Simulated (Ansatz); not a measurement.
# ZrB2: Fermi surface or band edges

Aim: solve ZrB2 self-consistently, get levels and band slopes on a dense mesh, and map the Fermi surface or, if there is a gap, the valleys at its edges.

Method: DFT PBE, scalar-relativistic, plane waves, PAW; levels and slopes on a dense k mesh at the converged density, in Ansatz 0.2.0.

## Step 1: The system as given

The structure is hexagonal, space group P6/mmm (No. 191). Conventional cell: a = 3.170 Å, b = 3.170 Å, c = 3.533 Å, α = 90.00°, β = 90.00°, γ = 120.00°. Around Zr (site symmetry 6/mmm) lie 12 B at 2.54 Å. B (site symmetry -6m2) has 3 B at 1.83 Å and 6 Zr at 2.54 Å as nearest neighbours.

Coordinates:

```cif
data_structure
_symmetry_space_group_name_H-M 'P6/mmm'
_symmetry_Int_Tables_number 191
_cell_length_a 3.1700
_cell_length_b 3.1700
_cell_length_c 3.5330
_cell_angle_alpha 90.000
_cell_angle_beta 90.000
_cell_angle_gamma 120.000
_cell_volume 30.75
loop_
_atom_site_label
_atom_site_type_symbol
_atom_site_symmetry_multiplicity
_atom_site_Wyckoff_symbol
_atom_site_fract_x
_atom_site_fract_y
_atom_site_fract_z
_atom_site_occupancy
Zr1 Zr 1 a 0.00000 0.00000 0.00000 1
B1 B 2 d 0.33333 0.66667 0.50000 1
```

The structure comes from the Crystallography Open Database and is not relaxed.

## Step 2: Self-consistency and the dense mesh

input.yaml reads:

```yaml
crystal:
  lattice:
    - [3.17, 0.0, 0.0]
    - [-1.585, 2.74530053, 0.0]
    - [0.0, 0.0, 3.533]
  atoms:
    - { symbol: Zr, position: [0.0, 0.0, 0.0] }
    - { symbol: B, position: [0.33333333, 0.66666667, 0.5] }
    - { symbol: B, position: [0.66666667, 0.33333333, 0.5] }
basis:
  ecutwfc: 420
kpoints:
  mp_grid: { grid: [18, 18, 12] }
hamiltonian:
  xc: pbe
  pseudopotentials: { kind: paw }
scf:
  occupations: { method: gaussian, width: 0.05 }
output:
  forces: true
  eigenvalues: true
  eigenstates:
    nscf_kmesh: { grid: [30, 30, 24] }
    top_band: c6
    de_dk: true
    localisation: true
  stress: true
checkpoint:
  write: ck
  compress: false
  write_wavefunctions: false
  write_every: 100000
```

Command:

```bash
ansatz run input.yaml --threads 1 --pin off --max-ram 3072MiB --backend cpu --events-out ev --progress --plain --runs-dir out
```

Before running it: what results should come out? Wanted: bands with resolved sheets at the Fermi level; density of states at the Fermi level; intraband plasma frequencies, principal values in rising order.

As calculated:

| quantity | value |
| --- | --- |
| bands with resolved sheets at the Fermi level | 2 |
| density of states at the Fermi level | 0.29 states/eV per cell |
| intraband plasma frequencies, principal values in rising order | 3.9, 4.1 and 4.1 eV |

Two bands cross the Fermi level with sheets large enough to resolve; this is a three-dimensional metal. Band 10 adds most to the density of states (0.21 states/eV), with a mean Fermi speed of 9.5 × 10⁵ m/s.
